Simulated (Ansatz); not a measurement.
# AlH5OSSi: the cost of one run

All numbers below are computed with Ansatz 0.2.0 (RKS PBE0/6-31G*).

### 1 The system as given

Bond lengths: O1–Si2 1.676 Å, Si2–Al3 2.370 Å, Al3–S4 2.299 Å, O1–H5 0.971 Å, Si2–H6 1.472 Å, Si2–H7 1.460 Å, Al3–H8 1.540 Å, S4–H9 1.427 Å. Angles: O1–Si2–Al3 109.0°, O1–Si2–H6 107.5°, O1–Si2–H7 111.4°, Al3–Si2–H6 110.9°, Al3–Si2–H7 110.0°, H6–Si2–H7 108.2°, Si2–O1–H5 109.7°, Si2–Al3–S4 117.6°, Si2–Al3–H8 119.8°, S4–Al3–H8 122.5°, Al3–S4–H9 87.4°.

As a file:

```xyz
9

O     0.1929    1.9822   -0.4312
Si    0.2916    0.9369    0.8753
Al   -0.5841   -1.1727    0.2421
S     0.4349   -2.2704   -1.5026
H     0.7361    1.6449   -1.1623
H     1.7123    0.8254    1.2456
H    -0.4401    1.4553    2.0280
H    -1.7360   -1.7970    1.0520
H    -0.5191   -1.6511   -2.3641
```

### 2 End point A

Input file input.yaml:

```yaml
crystal:
  periodic: [false, false, false]
  atoms:
    - { symbol: O, position_ang: [0.1929, 1.9822, -0.4312] }
    - { symbol: Si, position_ang: [0.2916, 0.9369, 0.8753] }
    - { symbol: Al, position_ang: [-0.5841, -1.1727, 0.2421] }
    - { symbol: S, position_ang: [0.4349, -2.2704, -1.5026] }
    - { symbol: H, position_ang: [0.7361, 1.6449, -1.1623] }
    - { symbol: H, position_ang: [1.7123, 0.8254, 1.2456] }
    - { symbol: H, position_ang: [-0.4401, 1.4553, 2.028] }
    - { symbol: H, position_ang: [-1.736, -1.797, 1.052] }
    - { symbol: H, position_ang: [-0.5191, -1.6511, -2.3641] }
basis:
  gaussian: { orbitals: "6-31G*" }
hamiltonian:
  xc: pbe0
relax:
  f_tol: 0.015
  max_steps: 40
```

Command:

```console
$ ansatz run input.yaml --threads 1 --pin off --max-ram 2048MiB --backend cpu --events-out ev --progress --plain --runs-dir out
```

What time and memory should one allow on 1 thread of Intel Xeon 6975P-C (Granite Rapids), shared host?

About 67 s, with a peak of 0.17 GiB.
